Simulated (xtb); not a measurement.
**C3H9AlN− (SMILES CN1[CH2][AlH2-][CH2]1): GFN1-xTB**

Aim: the vertical ionisation energy of C3H9AlN− at GFN1-xTB, from 2 runs. 

The calculation is run with xtb 6.7.1.

4 further runs of the same task are left out: 4 set aside as unsound or not needed.

## (1) The structure to begin with

The species is C3H9AlN− (14 atoms), meant as a singlet with charge -1. As SMILES, `CN1[CH2][AlH2-][CH2]1`. The shape comes from GFN2-xTB, which is rough for such elements, and wasn't checked as a minimum.

Bond lengths: C1–N2 1.435 Å, N2–C3 1.467 Å, C3–Al4 2.034 Å, N2–C5 1.467 Å, Al4–C5 2.034 Å, C1–H6 1.112 Å, C1–H7 1.097 Å, C1–H8 1.097 Å, C3–H9 1.105 Å, C3–H10 1.115 Å, Al4–H11 1.605 Å, Al4–H12 1.598 Å, C5–H13 1.115 Å, C5–H14 1.105 Å. Some angles: C1–N2–C3 114.3°, C1–N2–C5 114.3°, C3–N2–C5 108.5°, N2–C3–Al4 77.7°, C3–Al4–C5 71.7°, N2–C5–Al4 77.7°, N2–C1–H6 112.6°, N2–C1–H7 110.3°, N2–C1–H8 110.3°, N2–C3–H9 107.7°.

## (2) Energy and forces at GFN1-xTB

The input, xtb.inp:

```
$chrg -1
$spin 0
$end
```

The input, struc.xyz:

```xyz
14
start
C      0.86354000     0.99107000     1.12476000
N      0.31667000     0.29870000    -0.00713000
C      0.52091000    -1.15380000     0.01648000
Al    -0.70749000    -0.91437000    -1.58637000
C     -1.10536000     0.56527000    -0.24939000
H      0.38628000     0.68792000     2.08234000
H      1.93812000     0.79037000     1.21136000
H      0.72489000     2.07312000     1.01287000
H      1.60983000    -1.33963000     0.01978000
H      0.14509000    -1.58543000     0.97389000
H     -1.81944000    -2.02047000    -1.92727000
H      0.04512000    -0.40729000    -2.90122000
H     -1.70220000     0.36716000     0.67193000
H     -1.21595000     1.64739000    -0.44204000
```

Started as:

```bash
$ xtb --gfn1 --json --grad -I xtb.inp --parallel 1 -- struc.xyz > xtb.out
```

Log, cut to the lines that bear on the results:

```text
* xtb version 6.7.1
[...]
[WARNING] Please study the warnings concerning your input carefully
-1- prog_main_parseArguments: The use of '--gfn1' is discouraged, please use '--gfn 1' next time
########################################################################
[...]
          :  # basis functions                  44          :
[...]
          :  # electrons                        30          :
[...]
          :  Hamiltonian                  GFN1-xTB          :
[...]
          :  net charge                         -1          :
          :  unpaired electrons                  0          :
[...]
   *** convergence criteria satisfied after 9 iterations ***
[...]
         ::                     SUMMARY                     ::
         :::::::::::::::::::::::::::::::::::::::::::::::::::::
         :: total energy             -15.834137265379 Eh    ::
         :: gradient norm              0.037145936718 Eh/a0 ::
         :: HOMO-LUMO gap              5.619656157011 eV    ::
         ::.................................................::
         :: SCC energy               -15.978268426841 Eh    ::
         :: -> electrostatic           0.117310192005 Eh    ::
         :: repulsion energy           0.148952307082 Eh    ::
         :: dispersion energy         -0.004821145619 Eh    ::
         :: halogen bond corr.         0.000000000000 Eh    ::
         :: add. restraining           0.000000000000 Eh    ::
         :: total charge              -1.000000000000 e     ::
         :::::::::::::::::::::::::::::::::::::::::::::::::::::
[...]
        15        2.0000           -0.1720524              -4.6818 (HOMO)
        16                          0.0344661               0.9379 (LUMO)
[...]
     #   Z sym  total        # sym  WBO       # sym  WBO       # sym  WBO
 ---------------------------------------------------------------------------
     1   6 C    3.995 --     2 N    1.008     7 H    0.984     8 H    0.984
                             6 H    0.972
     2   7 N    3.132 --     1 C    1.008     5 C    0.944     3 C    0.944
                             4 Al   0.170
     3   6 C    3.772 --     9 H    0.959     2 N    0.944    10 H    0.943
                             4 Al   0.759
     4  13 Al   3.499 --    12 H    0.842    11 H    0.816     5 C    0.759
                             3 C    0.759     2 N    0.170
     5   6 C    3.772 --    14 H    0.959     2 N    0.944    13 H    0.943
                             4 Al   0.759
     6   1 H    1.018 --     1 C    0.972
     7   1 H    1.027 --     1 C    0.984
     8   1 H    1.027 --     1 C    0.984
[...]
          | TOTAL ENERGY              -15.834137265379 Eh   |
          | GRADIENT NORM               0.037145936718 Eh/α |
          | HOMO-LUMO GAP               5.619656157011 eV   |
           -------------------------------------------------
[...]
```

Standard error:

```text
normal termination of xtb
```

Run time: 0.042 s. Hardware: 1 thread of Intel Xeon Platinum 8375C at 2.90GHz (Ice Lake), shared host.

## (3) Doublet neutral C3H9AlN, same level

The input, mol.xyz:

```xyz
14

C      0.86354000     0.99107000     1.12476000
N      0.31667000     0.29870000    -0.00713000
C      0.52091000    -1.15380000     0.01648000
Al    -0.70749000    -0.91437000    -1.58637000
C     -1.10536000     0.56527000    -0.24939000
H      0.38628000     0.68792000     2.08234000
H      1.93812000     0.79037000     1.21136000
H      0.72489000     2.07312000     1.01287000
H      1.60983000    -1.33963000     0.01978000
H      0.14509000    -1.58543000     0.97389000
H     -1.81944000    -2.02047000    -1.92727000
H      0.04512000    -0.40729000    -2.90122000
H     -1.70220000     0.36716000     0.67193000
H     -1.21595000     1.64739000    -0.44204000
```

Started as:

```bash
$ xtb mol.xyz --gfn 1 -c 0 -u 1 --grad > run.log
```

Log, cut to the lines that bear on the results:

```text
* xtb version 6.7.1
[...]
          :  # basis functions                  44          :
[...]
          :  # electrons                        29          :
[...]
          :  Hamiltonian                  GFN1-xTB          :
[...]
          :  net charge                          0          :
          :  unpaired electrons                  1          :
[...]
   *** convergence criteria satisfied after 12 iterations ***
[...]
         ::                     SUMMARY                     ::
         :::::::::::::::::::::::::::::::::::::::::::::::::::::
         :: total energy             -15.551830177833 Eh    ::
         :: gradient norm              0.062707671211 Eh/a0 ::
         :: HOMO-LUMO gap              6.542513171192 eV    ::
         ::.................................................::
         :: SCC energy               -15.695961339296 Eh    ::
         :: -> electrostatic           0.011221297916 Eh    ::
         :: repulsion energy           0.148952307082 Eh    ::
         :: dispersion energy         -0.004821145619 Eh    ::
         :: halogen bond corr.         0.000000000000 Eh    ::
         :: add. restraining           0.000000000000 Eh    ::
         :: total charge               0.000000000103 e     ::
         :::::::::::::::::::::::::::::::::::::::::::::::::::::
[...]
        15        1.0050           -0.3894355             -10.5971 (HOMO)
        16                         -0.1490026              -4.0546 (LUMO)
[...]
          | TOTAL ENERGY              -15.551830177833 Eh   |
          | GRADIENT NORM               0.062707671211 Eh/α |
          | HOMO-LUMO GAP               6.542513171192 eV   |
           -------------------------------------------------
[...]
```

Standard error:

```text
normal termination of xtb
```

Wall time 0.042 s (1 thread of Intel Xeon Platinum 8375C at 2.90GHz (Ice Lake), shared host).

## (4) Results

At GFN1-xTB:

```
                                            quantity          value
                      singlet C3H9AlN−: total energy   -15.83414 Eh
                       singlet C3H9AlN−: HOMO energy       -4.68 eV
                       singlet C3H9AlN−: LUMO energy        0.94 eV
                     singlet C3H9AlN−: HOMO–LUMO gap        5.62 eV
                 singlet C3H9AlN−: dispersion energy  -12.66 kJ/mol
          singlet C3H9AlN−: largest force on an atom     1.106 eV/Å
               doublet neutral C3H9AlN: total energy   -15.55183 Eh
              doublet neutral C3H9AlN: dipole moment         4.98 D
doublet neutral C3H9AlN: HOMO energy (partly filled)      -10.60 eV
                doublet neutral C3H9AlN: LUMO energy       -4.05 eV
          doublet neutral C3H9AlN: dispersion energy  -12.66 kJ/mol
   doublet neutral C3H9AlN: largest force on an atom     2.132 eV/Å
 vertical detachment energy (to the doublet neutral)       7.682 eV
```

**Reading.** The vertical ionisation energy comes to 7.68 eV (741 kJ/mol). The largest force (singlet C3H9AlN−) is 1.11 eV/Å: the shape isn't a stationary point for this species at this level. xTB total energies overstate such differences by several eV unless an empirical shift is taken off; none is applied here.
